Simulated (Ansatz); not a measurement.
# Ti11VO24: the cost of one run

Computed with Ansatz 0.2.0 (DFT, PBE, plane-wave PAW, default files, scalar-relativistic, as far as a step names no other, unless a step's input says otherwise).

## Step 1: Starting point

The structure is orthorhombic, space group Pmmm (No. 47). Conventional cell: a = 6.494 Å, b = 6.494 Å, c = 8.872 Å, α = 90.00°, β = 90.00°, γ = 90.00°. V (site symmetry mmm) is surrounded by 6 O at 1.95 to 1.98 Å. Around Ti (site symmetry mm2) lie 6 O at 1.95 to 1.98 Å. Around Ti (site symmetry mmm) lie 6 O at 1.95 to 1.98 Å. Only part of the 16 independent sites is listed.

Structure file:

```xyz
36
Lattice="4.5922 4.5922 0.0000 -4.5922 4.5922 0.0000 0.0000 0.0000 8.8722" Properties=species:S:1:pos:R:3 pbc="T T T"
V     0.0000    0.0000    0.0000
Ti    0.0000    0.0000    2.9574
Ti    0.0000    0.0000    5.9148
Ti    0.0000    4.5922    0.0000
Ti    0.0000    4.5922    2.9574
Ti    0.0000    4.5922    5.9148
Ti    2.2961    2.2961    1.4787
Ti    2.2961    2.2961    4.4361
Ti    2.2961    2.2961    7.3935
Ti   -2.2961    2.2961    1.4787
Ti   -2.2961    2.2961    4.4361
Ti   -2.2961    2.2961    7.3935
O     1.4004    1.4004    0.0000
O     1.4004    1.4004    2.9574
O     1.4004    1.4004    5.9148
O     1.4004    5.9926    0.0000
O     1.4004    5.9926    2.9574
O     1.4004    5.9926    5.9148
O     0.8957    3.6965    1.4787
O     0.8957    3.6965    4.4361
O     0.8957    3.6965    7.3935
O    -3.6965    3.6965    1.4787
O    -3.6965    3.6965    4.4361
O    -3.6965    3.6965    7.3935
O     3.1918    3.1918    0.0000
O     3.1918    3.1918    2.9574
O     3.1918    3.1918    5.9148
O    -1.4004    3.1918    0.0000
O    -1.4004    3.1918    2.9574
O    -1.4004    3.1918    5.9148
O    -0.8957    5.4879    1.4787
O    -0.8957    5.4879    4.4361
O    -0.8957    5.4879    7.3935
O    -0.8957    0.8957    1.4787
O    -0.8957    0.8957    4.4361
O    -0.8957    0.8957    7.3935
```

Atom 1 of the input is the impurity.

## Step 2: Gradients at the starting positions

Input file input.yaml:

```yaml
crystal:
  lattice:
    - [4.5922, 4.5922, 0.0]
    - [-4.5922, 4.5922, 0.0]
    - [0.0, 0.0, 8.8722]
  atoms:
    - { symbol: V, position: [0.0, 0.0, 0.0] }
    - { symbol: Ti, position: [0.0, 0.0, 0.3333333333] }
    - { symbol: Ti, position: [0.0, 0.0, 0.6666666667] }
    - { symbol: Ti, position: [0.5, 0.5, 0.0] }
    - { symbol: Ti, position: [0.5, 0.5, 0.3333333333] }
    - { symbol: Ti, position: [0.5, 0.5, 0.6666666667] }
    - { symbol: Ti, position: [0.5, 0.0, 0.1666666667] }
    - { symbol: Ti, position: [0.5, 0.0, 0.5] }
    - { symbol: Ti, position: [0.5, 0.0, 0.8333333333] }
    - { symbol: Ti, position: [0.0, 0.5, 0.1666666667] }
    - { symbol: Ti, position: [0.0, 0.5, 0.5] }
    - { symbol: Ti, position: [0.0, 0.5, 0.8333333333] }
    - { symbol: O, position: [0.30496, 0.0, 0.0] }
    - { symbol: O, position: [0.30496, 0.0, 0.3333333333] }
    - { symbol: O, position: [0.30496, 0.0, 0.6666666667] }
    - { symbol: O, position: [0.80496, 0.5, 0.0] }
    - { symbol: O, position: [0.80496, 0.5, 0.3333333333] }
    - { symbol: O, position: [0.80496, 0.5, 0.6666666667] }
    - { symbol: O, position: [0.5, 0.30496, 0.1666666667] }
    - { symbol: O, position: [0.5, 0.30496, 0.5] }
    - { symbol: O, position: [0.5, 0.30496, 0.8333333333] }
    - { symbol: O, position: [0.0, 0.80496, 0.1666666667] }
    - { symbol: O, position: [0.0, 0.80496, 0.5] }
    - { symbol: O, position: [0.0, 0.80496, 0.8333333333] }
    - { symbol: O, position: [0.69504, 0.0, 0.0] }
    - { symbol: O, position: [0.69504, 0.0, 0.3333333333] }
    - { symbol: O, position: [0.69504, 0.0, 0.6666666667] }
    - { symbol: O, position: [0.19504, 0.5, 0.0] }
    - { symbol: O, position: [0.19504, 0.5, 0.3333333333] }
    - { symbol: O, position: [0.19504, 0.5, 0.6666666667] }
    - { symbol: O, position: [0.5, 0.69504, 0.1666666667] }
    - { symbol: O, position: [0.5, 0.69504, 0.5] }
    - { symbol: O, position: [0.5, 0.69504, 0.8333333333] }
    - { symbol: O, position: [0.0, 0.19504, 0.1666666667] }
    - { symbol: O, position: [0.0, 0.19504, 0.5] }
    - { symbol: O, position: [0.0, 0.19504, 0.8333333333] }
total_charge: 1
kpoints:
  mp_grid: { grid: [3, 3, 2] }
scf:
  occupations: { method: fermi_dirac, width: 0.01 }
hamiltonian:
  xc: pbe
  pseudopotentials: { kind: paw }
output:
  forces: true
  stress: true
  populations: true
  efg:
    quadrupole_moments_barn: { V: -0.052, Ti: 0.247, O: -0.02558 }
    contact_densities: true
  write_density: true
  write_potential: true
  elf: true
  volumetric_format: npy
```

Launch:

```bash
$ ansatz run input.yaml --threads 1 --pin off --max-ram 3072MiB --backend cpu --events-out ev --progress --plain --runs-dir out
```

What time and memory should one allow on 1 thread of Arm Neoverse V2, shared host?

About 83 s, with a peak of 1 GiB.
